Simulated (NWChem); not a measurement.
# CH4S2Si (SMILES CS[Si]S) at 5 levels

Wanted: a comparison of 5 runs (HF/STO-3G, HF/3-21G, B3LYP/6-31G*, wB97X/6-31+G*) of CH4S2Si. 

The results are computed with NWChem 7.3.0.

### Step 1. Starting point

CH4S2Si: 8 atoms, total charge 0, spin state singlet. SMILES: `CS[Si]S`. The shape is that of a PBE0-D4/def2-TZVP optimisation. This is a higher conformer, about 8 kJ/mol above the lowest found by a separate search.

Bond lengths: C1–S2 1.808 Å, S2–Si3 2.128 Å, Si3–S4 2.147 Å, C1–H5 1.090 Å, C1–H6 1.090 Å, C1–H7 1.090 Å, S4–H8 1.344 Å. Angles: C1–S2–Si3 113.2°, S2–Si3–S4 106.0°, S2–C1–H5 106.8°, S2–C1–H6 110.9°, S2–C1–H7 110.9°, Si3–S4–H8 102.9°, H5–C1–H6 108.8°, H5–C1–H7 108.8°, H6–C1–H7 110.5°.

### Step 2. Energy and forces at HF/STO-3G (run 1)

File run.py:

```python
from ase import Atoms
from ase.calculators.nwchem import NWChem

mol = Atoms('CSSiSHHHH', positions=[
    [-0.071800, 1.051200, -0.291200],
    [0.162900, 0.625600, 1.450300],
    [0.299000, -1.470800, 1.791100],
    [0.104000, -2.397700, -0.136100],
    [-0.129800, 2.138200, -0.344500],
    [-1.002100, 0.630000, -0.672400],
    [0.773400, 0.714000, -0.891300],
    [-0.043300, -1.347400, -0.961600],
])

calc = NWChem(
    label='m1',
    theory='scf',
    memory='2200 mb',
    basis='STO-3G',
    basispar='spherical bse',
    scf={'nopen': '0', 'rhf': None, 'thresh': '1e-08', 'maxiter': '80'},
)
mol.calc = calc

forces = mol.get_forces()
print(f"energy = {mol.get_potential_energy():.6f} eV")
print("forces (eV/A):")
for s, f in zip(mol.symbols, forces):
    print(f"{s:2s} {f[0]:10.5f} {f[1]:10.5f} {f[2]:10.5f}")
print("dipole (e A):", mol.get_dipole_moment().round(4))
```

Command:

```
$ export ASE_NWCHEM_COMMAND="nwchem PREFIX.nwi > PREFIX.nwo"
$ python run.py
```

Standard output:

```text
energy = -30250.549874 eV
forces (eV/A):
C     0.09570   -0.26148    0.68551
S     0.03466   -0.35492    0.15247
Si   -0.14336    0.18810   -1.10007
S     0.01327    0.89978    0.43143
H    -0.00828   -0.23423   -0.15848
H     0.23176    0.19643   -0.26241
H    -0.30529    0.16980   -0.19546
H     0.08150   -0.60354    0.44701
dipole (e A): [-0.0164  0.0946 -0.0988]
```

The calculator wrote m1.nwi:

```
title "m1"

permanent_dir m1

scratch_dir m1

start m1

geometry units angstrom nocenter noautosym noautoz
  C  -7.1800000000000003e-02 1.0511999999999999e+00 -2.9120000000000001e-01
  S  1.6289999999999999e-01 6.2560000000000004e-01 1.4502999999999999e+00
  Si 2.9899999999999999e-01 -1.4708000000000001e+00 1.7910999999999999e+00
  S  1.0400000000000000e-01 -2.3976999999999999e+00 -1.3610000000000000e-01
  H  -1.2980000000000000e-01 2.1381999999999999e+00 -3.4449999999999997e-01
  H  -1.0021000000000000e+00 6.3000000000000000e-01 -6.7240000000000000e-01
  H  7.7339999999999998e-01 7.1399999999999997e-01 -8.9129999999999998e-01
  H  -4.3299999999999998e-02 -1.3473999999999999e+00 -9.6160000000000001e-01
end

memory 2200 mb

basis spherical bse noprint
   * library STO-3G
end

scf
  nopen 0
  rhf
  thresh 1e-08
  maxiter 80
end

task scf gradient
```

m1.nwo:

```text
Northwest Computational Chemistry Package (NWChem) 7.3.0
             --------------------------------------------------------

           Job information
           ---------------

    nwchem branch   = 7.3.0
    use scalapack   = T
    input           = m1.nwi
    prefix          = m1.
    data base       = m1/m1.db
    status          = startup
    nproc           =        1

           Memory information
           ------------------

    heap     =     72089594 doubles =      550.0 Mbytes
    stack    =     72089599 doubles =      550.0 Mbytes
    global   =    144179200 doubles =     1100.0 Mbytes (distinct from heap & stack)
    total    =    288358393 doubles =     2200.0 Mbytes
    verify   = yes
    hardfail = no

[... 135 lines left out ...]
 Convergence threshold     :          1.000E-08
[... 12 lines left out ...]
       Final RHF  results
[... 3 lines left out ...]
      One-electron energy =  -2053.145659109965
[... 1 line left out ...]
 Nuclear repulsion energy =    253.693699731560
[... 44 lines left out ...]
                       ROHF Final Molecular Orbital Analysis
[... 200 lines left out ...]
                         RHF ENERGY GRADIENTS

    atom               coordinates                        gradient
                 x          y          z           x          y          z
   1 C      -0.135682   1.986480  -0.550288   -0.001861   0.005085  -0.013331
   2 S       0.307836   1.182213   2.740670   -0.000674   0.006902  -0.002965
   3 Si      0.565028  -2.779409   3.384688    0.002788  -0.003658   0.021393
[... 4 lines of this table left out ...]
   8 H      -0.081825  -2.546217  -1.817161   -0.001585   0.011737  -0.008693

                 ----------------------------------------
                 |  Time  |  1-e(secs)   |  2-e(secs)   |
                 ----------------------------------------
                 |  CPU   |       0.00   |       0.32   |
                 ----------------------------------------
                 |  WALL  |       0.00   |       0.32   |
                 ----------------------------------------

 Task  times  cpu:        1.6s     wall:        1.6s
 Total times  cpu:        1.6s     wall:        1.6s
```

Wall time 2.4 s (1 thread of AMD EPYC 9R45 (Zen 5), shared host); peak memory 0.1 GiB.

### Step 3. Energy and gradient at HF/3-21G (run 2)

File test.nw:

```
start test
memory 2200 mb
charge 0

geometry noautosym nocenter noautoz
   C       -0.071800       1.051200      -0.291200
   S        0.162900       0.625600       1.450300
   Si       0.299000      -1.470800       1.791100
   S        0.104000      -2.397700      -0.136100
   H       -0.129800       2.138200      -0.344500
   H       -1.002100       0.630000      -0.672400
   H        0.773400       0.714000      -0.891300
   H       -0.043300      -1.347400      -0.961600
end

basis "ao basis" spherical bse
   * library 3-21G
end

scf
   thresh 1e-08
   maxiter 80
   noprint "final vectors analysis"
end

task scf gradient
```

Command:

```
$ nwchem test.nw > test.out
```

Standard output:

```text
[...]
  functions       =    56
[...]
  wavefunction    = RHF
[...]
         Total SCF energy =  -1118.511589198106
      One-electron energy =  -2052.057806687763
      Two-electron energy =    679.852517758096
 Nuclear repulsion energy =    253.693699731561
        Time for solution =      1.4s
[...]
                         RHF ENERGY GRADIENTS
    atom               coordinates                        gradient
                 x          y          z           x          y          z
   1 C      -0.135682   1.986480  -0.550288    0.004921  -0.011925   0.035362
   2 S       0.307836   1.182213   2.740670   -0.001806  -0.027426  -0.024537
   3 Si      0.565028  -2.779409   3.384688   -0.006037   0.022811  -0.040764
   4 S       0.196532  -4.530996  -0.257192    0.002852   0.012209   0.027741
   5 H      -0.245286   4.040612  -0.651011   -0.000402   0.008128  -0.000130
   6 H      -1.893694   1.190527  -1.270652   -0.006204  -0.004230  -0.001595
   7 H       1.461514   1.349264  -1.684313    0.005995  -0.003630  -0.003118
   8 H      -0.081825  -2.546217  -1.817161    0.000680   0.004062   0.007042
[...]
```

Wall time 2.3 s (1 thread of AMD EPYC 9R45 (Zen 5), shared host); peak memory 0.1 GiB.

Runs 3 to 4 aren't shown in full; the table further down has their settings and results.

### Step 4. Energy and forces at wB97X/6-31+G(d) (spherical functions) (run 5)

File run.py:

```python
from ase import Atoms
from ase.calculators.nwchem import NWChem

molecule = Atoms(['C', 'S', 'Si', 'S', 'H', 'H', 'H', 'H'], positions=[
    [-0.071800, 1.051200, -0.291200],
    [0.162900, 0.625600, 1.450300],
    [0.299000, -1.470800, 1.791100],
    [0.104000, -2.397700, -0.136100],
    [-0.129800, 2.138200, -0.344500],
    [-1.002100, 0.630000, -0.672400],
    [0.773400, 0.714000, -0.891300],
    [-0.043300, -1.347400, -0.961600],
])

calc = NWChem(
    label='m1',
    theory='dft',
    memory='2200 mb',
    basis='6-31+G*',
    basispar='spherical bse',
    dft={'xc': 'wb97x', 'mult': '1', 'grid': 'fine', 'convergence': 'energy 1e-08', 'iterations': '100', 'mulliken': None},
)
molecule.calc = calc

forces = molecule.get_forces()
print("Total energy (eV):", round(molecule.get_potential_energy(), 6))
print("forces (eV/A):")
for s, f in zip(molecule.symbols, forces):
    print(f"{s:2s} {f[0]:10.5f} {f[1]:10.5f} {f[2]:10.5f}")
print("dipole (e A):", molecule.get_dipole_moment().round(4))
```

Command:

```
$ export ASE_NWCHEM_COMMAND="nwchem PREFIX.nwi > PREFIX.nwo"
$ python run.py
```

Standard output:

```text
Total energy (eV): -30648.840935
forces (eV/A):
C     0.00740   -0.05039    0.04278
S     0.02237    0.06726    0.20718
Si    0.01759   -0.09899    0.10428
S    -0.00931    0.09174   -0.04422
H    -0.00720    0.06911   -0.03291
H    -0.10007    0.00391   -0.10146
H     0.07184    0.01111   -0.12208
H    -0.00257   -0.09374   -0.05363
dipole (e A): [-0.0688  0.3349 -0.4357]
```

The calculator wrote m1.nwi:

```
title "m1"

permanent_dir m1

scratch_dir m1

start m1

geometry units angstrom nocenter noautosym noautoz
  C  -7.1800000000000003e-02 1.0511999999999999e+00 -2.9120000000000001e-01
  S  1.6289999999999999e-01 6.2560000000000004e-01 1.4502999999999999e+00
  Si 2.9899999999999999e-01 -1.4708000000000001e+00 1.7910999999999999e+00
  S  1.0400000000000000e-01 -2.3976999999999999e+00 -1.3610000000000000e-01
  H  -1.2980000000000000e-01 2.1381999999999999e+00 -3.4449999999999997e-01
  H  -1.0021000000000000e+00 6.3000000000000000e-01 -6.7240000000000000e-01
  H  7.7339999999999998e-01 7.1399999999999997e-01 -8.9129999999999998e-01
  H  -4.3299999999999998e-02 -1.3473999999999999e+00 -9.6160000000000001e-01
end

memory 2200 mb

basis spherical bse noprint
   * library 6-31+G*
end

dft
  xc wb97x
  mult 1
  grid fine
  convergence energy 1e-08
  iterations 100
  mulliken
end

task dft gradient
```

m1.nwo:

```text
Northwest Computational Chemistry Package (NWChem) 7.3.0
             --------------------------------------------------------

           Job information
           ---------------

    nwchem branch   = 7.3.0
    use scalapack   = T
    input           = m1.nwi
    prefix          = m1.
    data base       = m1/m1.db
    status          = startup
    nproc           =        1

           Memory information
           ------------------

    heap     =     72089594 doubles =      550.0 Mbytes
    stack    =     72089599 doubles =      550.0 Mbytes
    global   =    144179200 doubles =     1100.0 Mbytes (distinct from heap & stack)
    total    =    288358393 doubles =     2200.0 Mbytes
    verify   = yes
    hardfail = no

[... 107 lines left out ...]
  convergence criterion.
[... 47 lines left out ...]
          Spatial weights used:  Erf1
[... 75 lines left out ...]
         Total DFT energy =    -1126.324138993829
[... 3 lines left out ...]
 Nuclear repulsion energy =      253.693699731560
[... 720 lines left out ...]
          Convergence on gradient requested:  5.00D-04
[... 33 lines left out ...]
          total energy or number of iterations.
[... 32 lines left out ...]
                         DFT ENERGY GRADIENTS

    atom               coordinates                        gradient
                 x          y          z           x          y          z
   1 C      -0.135682   1.986480  -0.550288   -0.000144   0.000980  -0.000832
   2 S       0.307836   1.182213   2.740670   -0.000435  -0.001308  -0.004029
   3 Si      0.565028  -2.779409   3.384688   -0.000342   0.001925  -0.002028
[... 4 lines of this table left out ...]
   8 H      -0.081825  -2.546217  -1.817161    0.000050   0.001823   0.001043

                 ----------------------------------------
                 |  Time  |  1-e(secs)   |  2-e(secs)   |
                 ----------------------------------------
                 |  CPU   |       0.01   |      15.34   |
                 ----------------------------------------
                 |  WALL  |       0.01   |      15.34   |
                 ----------------------------------------

 Task  times  cpu:       59.8s     wall:       59.8s
 Total times  cpu:       59.8s     wall:       59.8s
```

It took 61 s on 1 thread of AMD EPYC 9R45 (Zen 5), shared host; peak memory 0.12 GiB.

### Step 5. Overview of the runs

| run | level | iteration cap | module | energy (Eh) | dipole moment (D) | HOMO energy (eV) | LUMO energy (eV) | wall time |
| --- | --- | --- | --- | --- | --- | --- | --- | --- |
| 1 | HF/STO-3G | 80 | scf | -1111.687212 | 0.66 | -6.25 | 5.91 | 2.4 s |
| 2 | HF/3-21G | 80 | scf | -1118.511589 | 2.53 | – | – | 2.3 s |
| 3 | B3LYP/6-31G* (spherical functions) | 100 | dft | -1126.403214 | 2.70 | -6.81 | -2.12 | 20 s |
| 4 | B3LYP/6-31G* (Cartesian functions) | 100 | dft | -1126.411438 | 2.70 | -6.81 | -2.12 | 22 s |
| 5 | wB97X/6-31+G* (spherical functions) | 100 | dft | -1126.324139 | 2.66 | -9.37 | -0.19 | 61 s |

### Step 6. Summary of results

| quantity | value |
| --- | --- |
| run 5: total energy | -1126.32414 Eh |
| run 5: dipole moment | 2.66 D |
| run 5: HOMO energy | -9.37 eV |
| run 5: LUMO energy | -0.19 eV |
| run 5: HOMO–LUMO gap | 9.19 eV |
| run 5: largest force on an atom | 0.219 eV/Å |

**Reading.** The dipole moment (its size) runs from 0.66 D (HF/STO-3G) to 2.70 D (B3LYP/6-31G*). The two ends differ in method and basis. Over runs 1, 3, 4, 5 the HOMO–LUMO gap runs from 4.69 eV (B3LYP/6-31G*) to 12.16 eV (HF/STO-3G). Totals of different functionals can't be ranked against each other. In run 1 the basis is minimal, so the values are rough. All runs together took 1.8 min, the longest 61 s.
